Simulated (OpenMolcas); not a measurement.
# Ce²⁺ among point charges: CASSCF levels and susceptibility

How does a field of 6 point charges split the states of Ce²⁺, and what χT follows?

Program: OpenMolcas 26.06. Level of theory: state-averaged CASSCF, spin-orbit coupling by RASSI with atomic mean-field integrals. These are calculated values, not measurements, unless marked.

1 further run of the same task is left out (it didn't finish).

### Step 1. Starting point

```
Species                           : Ce²⁺ (cerium, Z = 58, 56 electrons)
Basis                             : ANO-RCC-VTZP [8s7p5d3f2g1h], 104 functions
Scalar Hamiltonian                : DKH2, point nucleus
Inactive shells                   : 1s 2s 2p 3s 3p 3d 4s 4p 4d 5s 5p
Active space                      : 2 electrons in 7 orbitals (4f)
Some configurations of this space : 4f2
Orbitals                          : optimised for the highest spin of each parity, averaged over all roots
```

The outer shells:

4f2
```
4f [↑ ][↑ ][  ][  ][  ][  ][  ]
```

The ion sits among 6 point charges of -1 e arranged as a trigonal prism (D3h), 2.32 Å from the ion, with a polar angle of 42.2° against the regular 49.1°. The active orbitals were held to one l.

Each step is its own input file, run in one work folder so that later steps find the files of earlier ones. Labels, J, g values, rates, χT and fits are worked out afterwards by a script from the matrices that RASSI stores.

### Step 2. Basis and integrals

The input, a.inp:

```
&GATEWAY
Coord
1

Ce 0.0 0.0 0.0
Basis=ANO-RCC-VTZP
Group=NoSym
NoMove
AngMom=0.0 0.0 0.0
AMFI
XField
6 Angstrom 0
1.559172 0.000000 1.717959 -1.000000
-0.779586 1.350282 1.717959 -1.000000
-0.779586 -1.350282 1.717959 -1.000000
1.559172 0.000000 -1.717959 -1.000000
-0.779586 1.350282 -1.717959 -1.000000
-0.779586 -1.350282 -1.717959 -1.000000
&SEWARD
```

### Step 3. Reference wave functions, triplets, 21 roots

The input, a.inp:

```
&RASSCF
FileOrb=start.orb
Symmetry=1
Spin=3
nActEl=2 0 0
Inactive=27
Ras2=7
CIRoot=21 21 1
SDav=21
CIMx=300
Iter=120 100
PrWF=0.3
OrbListing=Nothing
MaxOrb=0
SupSym
1
21 28 29 30 31 32 33 34 62 63 64 65 66 67 68 69 70 71 72 73 74 75
>>> COPY $Project.JobIph JOB001
```

start.orb holds the contracted functions of the basis, ordered by shell, or the orbitals of the step before.

### Step 4. Reference wave functions, singlets, 28 roots

The input, a.inp:

```
&RASSCF
FileOrb=start.orb
Symmetry=1
Spin=1
nActEl=2 0 0
Inactive=27
Ras2=7
CIRoot=28 28 1
SDav=28
CIMx=300
Iter=120 100
PrWF=0.3
OrbListing=Nothing
MaxOrb=0
CIOnly
SupSym
1
21 28 29 30 31 32 33 34 62 63 64 65 66 67 68 69 70 71 72 73 74 75
>>> COPY $Project.JobIph JOB002
```

### Step 5. RASSI: spin-orbit coupling between the states

The input, a.inp:

```
&RASSI
NrOfJobIphs=2 21 27
1 2 3 4 5 6 7 8 9 10 11 12 13 14 15 16 17 18 19 20 21
1 2 3 4 5 6 7 8 9 10 11 12 13 14 15 16 17 18 19 20 21 22 23 24 25 26 27
IphNames
JOB001
JOB002
EJob
SpinOrbit
DIPRint=1.0
SOCoupling=1000.0
Subsets=2
Property=9
'ANGMOM' 1 'ANGMOM' 2 'ANGMOM' 3 'MLTPL  1' 1 'MLTPL  1' 2 'MLTPL  1' 3
'AMFI' 1 'AMFI' 2 'AMFI' 3
SOProperty=3
'ANGMOM' 1 'ANGMOM' 2 'ANGMOM' 3
```

**Question.** What will these runs give? Wanted: spin-free ground state; first state of the same spin within the active space; lowest level; next level.

The runs gave:

```
                                            quantity                           value
                                              method                          CASSCF
                              spin-free ground state  3E, 2-fold in its orbital part
first state of the same spin within the active space                 3E at 1210 cm⁻¹
                                        lowest level  2-fold E, g = 0.00, 0.00, 6.15
                                          next level                     1246.3 cm⁻¹
                                         χT at 300 K                  1.38 cm³ K/mol
                           effective moment at 300 K                         3.33 μB
```

In words: The spin-free ground state (3E) comes to 100 % from free-ion H terms and keeps the highest spin of the shell. The singlets rest on orbitals optimised for another spin in at least one step, which raises them against the optimised states. Not all states of the active space went into the spin-orbit step. This is an electrostatic model: the charges have no orbitals.
